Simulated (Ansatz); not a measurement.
**RuH (doublet): wave-function methods side by side, def2-TZVPP**

An exercise on one series of results from a longer session: the logs are not shown, and one member is left open.

The runs use Ansatz 0.2.0, Gaussian basis; def2-TZVPP, core rule «outside noble gas», up to 4 orbitals frozen.

Plan: UHF; ROHF; CCSD(T) on UHF.

**The system**

The geometry is a PBE0/def2-TZVP stationary point (not a proven minimum) of the parent state, kept for this charge and spin. No spin-orbit coupling is included. Elements past krypton take def2 core potentials.

2 atoms, charge 0, spin multiplicity 2.

Atoms are counted from 1 here; the program's logs count them from 0.

Bond lengths: Ru1–H2 1.589 Å.

The first run:

in.yaml

```yaml
crystal:
  periodic: [false, false, false]
  atoms:
    - {symbol: Ru, position_ang: [0.000000, 0.000000, 0.000000]}
    - {symbol: H, position_ang: [0.000000, 0.000000, 1.589200]}
basis:
  gaussian: {orbitals: def2-TZVPP}
magnetization: {spin_polarized: true, initial_magnetization: 1}
hamiltonian: {xc: hf}
output: {orbitals: {seedname: orbitals}}
```

Command:

```bash
$ ansatz run in.yaml --threads 1 --pin off --events-out ev --progress --plain --max-ram 2816MiB --backend cpu
```

Steps of the session up to this table: UHF; ROHF; CCSD(T) on UHF.

One of the session's tables, all rows but one given; the rest of the session is left out.

| method | from UCCSD(T) (meV) |
| --- | --- |
| ROHF | +7949.3 |
| UHF | +7139.0 |
| UMP2 | ? |
| UCCSD | +414.9 |
| UCCSD(T) | 0 |

Estimate the missing values for UMP2.

**Answer.** from UCCSD(T) (meV): +746.3. In the column «from UCCSD(T) (meV)» it lies between UCCSD (+414.9) and UHF (+7139.0).

The program flags UCCSD(T) as in doubt (see the logs), so the zero of the table is itself unsure.

Limits of these values: The determinant is far from a pure spin state, so its energy mixes those of several spin states (harmless only where they are near-degenerate, as at dissociation). The program flags UCCSD(T) as in doubt, so the zero of the table is itself unsure.
